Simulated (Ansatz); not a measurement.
Br2GeH3P, SMILES [PH2][GeH]([Br])[Br], a geometry optimisation

Computed with the Python package of Ansatz (0.2.0).

Contents of `br2geh3p.xyz`:
```text
7

P     1.57110   -0.26500    0.24090
Ge   -0.65840    0.21440    0.38250
Br   -1.74460   -0.58880   -1.51310
Br   -0.94680    2.51970    0.52370
H     1.68560    0.22460   -1.12200
H     1.34590   -1.64390   -0.15670
H    -1.25280   -0.46110    1.64460
```

The cells in order, each with its output:

```python
import ansatz as az
import numpy as np
```

```python
molecule = az.Crystal.molecule_from_extxyz("br2geh3p.xyz")
```

```python
setup = (
    molecule.calculation()
    .basis(gaussian="def2-SVP")
    .functional("B3LYP")
)
symbols = [site.symbol for site in molecule.cartesian_sites]
start = np.array([site.position_ang for site in molecule.cartesian_sites], dtype=float)
def progress(event):
    if event["event"] == "relax_step":
        row = event["data"]
        print(f"step {row['step']:3d}  E = {row['lagrangian_ev']:.6f} eV  max force {row['allowed_force_max_ev_ang']:.4f} eV/A")
```

```python
report = setup.relax(force_tolerance=0.005).session().plan().execute(on_event=progress).report
end = np.array(report["positions_ang"])
```

    step   1  E = -205927.226994 eV  max force 0.7799 eV/A
    step   2  E = -205927.262704 eV  max force 0.3217 eV/A
    step   3  E = -205927.283254 eV  max force 0.1275 eV/A
    step   4  E = -205927.284361 eV  max force 0.0741 eV/A
    step   5  E = -205927.284908 eV  max force 0.0213 eV/A
    step   6  E = -205927.284980 eV  max force 0.0126 eV/A
    step   7  E = -205927.285007 eV  max force 0.0035 eV/A

```python
for key in ("converged", "free_energy_ev", "reference_energy_ev", "n_frozen", "n_occupied", "n_virtual"):
    print(f"{key:22s} {report[key]}")
```

    converged              True
    free_energy_ev         -205927.2852731774
    reference_energy_ev    -205927.2852731774
    n_frozen               0
    n_occupied             [60, 60]
    n_virtual              [69, 69]

```python
print("final positions (A) and the move of each atom")
for symbol, xyz, old in zip(symbols, end, start):
    print(f"{symbol:2s} {xyz[0]:10.5f} {xyz[1]:10.5f} {xyz[2]:10.5f}   {np.linalg.norm(xyz - old):7.4f}")
with open("br2geh3p_opt.xyz", "w") as handle:
    handle.write(f"{len(symbols)}\nrelaxed Br2GeH3P\n")
    handle.writelines(f"{s:2s} {x:11.6f} {y:11.6f} {z:11.6f}\n" for s, (x, y, z) in zip(symbols, end))
```

    final positions (A) and the move of each atom
    P     1.62943   -0.28023    0.25150    0.0612
    Ge   -0.66384    0.17529    0.37512    0.0402
    Br   -1.86646   -0.60933   -1.47168    0.1303
    Br   -0.90580    2.49302    0.50012    0.0543
    H     1.73439    0.25706   -1.06723    0.0802
    H     1.41309   -1.61579   -0.21304    0.0921
    H    -1.34080   -0.42013    1.62510    0.0990

`br2geh3p_opt.xyz`, as written:
```text
7
relaxed Br2GeH3P
P     1.629425   -0.280232    0.251499
Ge   -0.663844    0.175292    0.375123
Br   -1.866461   -0.609325   -1.471678
Br   -0.905798    2.493017    0.500120
H     1.734388    0.257063   -1.067234
H     1.413086   -1.615786   -0.213035
H    -1.340797   -0.420129    1.625104
```

The settings weren't tested for convergence. The end point is the stationary point reached from this start; no frequency run checks that it is a minimum, and the basis set is modest. b3lyp holds the VWN-RPA fit, as in Gaussian; the form of ORCA and Turbomole is b3lyp5. Run time: 88 s on 1 thread of Arm Neoverse V1, with other jobs on the host, peak memory 0.47 GiB.

(Lines on the test bed's own set-up are left out of the output.)
